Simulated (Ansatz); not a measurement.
# VOF: magnetic states

An exercise on one series of results from a longer session: the logs are not shown, and one member is left open.

Computed with Ansatz 0.2.0 (DFT PBEsol, scalar-relativistic, plane waves, PAW, unless a step's input says otherwise).

### The structure to begin with

The structure is orthorhombic, space group Cmmm (No. 65). Conventional cell: a = 6.437 Å, b = 7.030 Å, c = 3.083 Å, α = 90.00°, β = 90.00°, γ = 90.00°. V (site symmetry mmm) is surrounded by 2 O at 1.93 Å and 4 F at 2.07 Å. Around V (site symmetry mmm) lie 4 O at 2.01 Å and 2 F at 2.14 Å. O (site symmetry 2mm) is surrounded by 3 V at 1.93 to 2.01 Å. F (site symmetry m2m) has 3 V at 2.07 to 2.14 Å as nearest neighbours.

As a file:

```cif
data_structure
_symmetry_space_group_name_H-M 'Cmmm'
_symmetry_Int_Tables_number 65
_cell_length_a 6.4366
_cell_length_b 7.0300
_cell_length_c 3.0832
_cell_angle_alpha 90.000
_cell_angle_beta 90.000
_cell_angle_gamma 90.000
_cell_volume 139.51
loop_
_atom_site_label
_atom_site_type_symbol
_atom_site_symmetry_multiplicity
_atom_site_Wyckoff_symbol
_atom_site_fract_x
_atom_site_fract_y
_atom_site_fract_z
_atom_site_occupancy
V1 V 2 a 0.00000 0.00000 0.00000 1
V2 V 2 c 0.50000 0.00000 0.50000 1
O1 O 4 g 0.29974 0.00000 0.00000 1
F1 F 4 j 0.50000 0.30418 0.50000 1
```

Source of the structure: the Materials Project (structure only). It is taken as it stands there.

Set-up of the first run:

input.yaml

```yaml
crystal:
  lattice:
    - [3.2182886327, -3.51498205, 0.0]
    - [3.2182886327, 3.51498205, 0.0]
    - [0.0, 0.0, 3.083181]
  atoms:
    - { symbol: V, position: [0.0, 0.0, 0.0], spin: 2.0 }
    - { symbol: V, position: [0.5, 0.5, 0.5], spin: 2.0 }
    - { symbol: O, position: [0.299737, 0.299737, 0.0] }
    - { symbol: O, position: [0.700263, 0.700263, 0.0] }
    - { symbol: F, position: [0.19582, 0.80418, 0.5] }
    - { symbol: F, position: [0.80418, 0.19582, 0.5] }
basis:
  ecutwfc: 420
kpoints:
  mp_grid: { grid: [4, 4, 6] }
hamiltonian:
  xc: pbesol
scf:
  occupations: { method: gaussian, width: 0.1 }
output:
  forces: true
  stress: true
  eigenvalues: true
  populations: true
magnetization:
  spin_polarized: true
```

Started as:

```sh
> ansatz run input.yaml --threads 1 --pin off --max-ram 2560MiB --backend cpu --events-out ev --progress --plain --runs-dir out
```

Among the steps run: Quick check of gap, pressure and forces; The base run; Magnetic start: no spin polarisation; Magnetic start: ferromagnetic; Magnetic start: large parallel starting moments; Magnetic start: antiferromagnetic in the cell, signs +-; Magnetic start: small parallel starting moments.

One of the session's tables, all rows but one given; the rest of the session is left out.

It belongs to the step «The magnetic starts in order of energy». 

| start | energy above the lowest (meV/atom) |
| --- | --- |
| ferromagnetic | 0.00 |
| large parallel starting moments | 0.00 |
| small parallel starting moments | 0.00 |
| antiferromagnetic in the cell, signs +- | ? |
| no spin | 203 |

**Question.** Estimate the row for antiferromagnetic in the cell, signs +-.

The run gave: energy above the lowest (meV/atom): 59.7. In the column «energy above the lowest (meV/atom)» it lies between small parallel starting moments (0.00) and no spin (203).
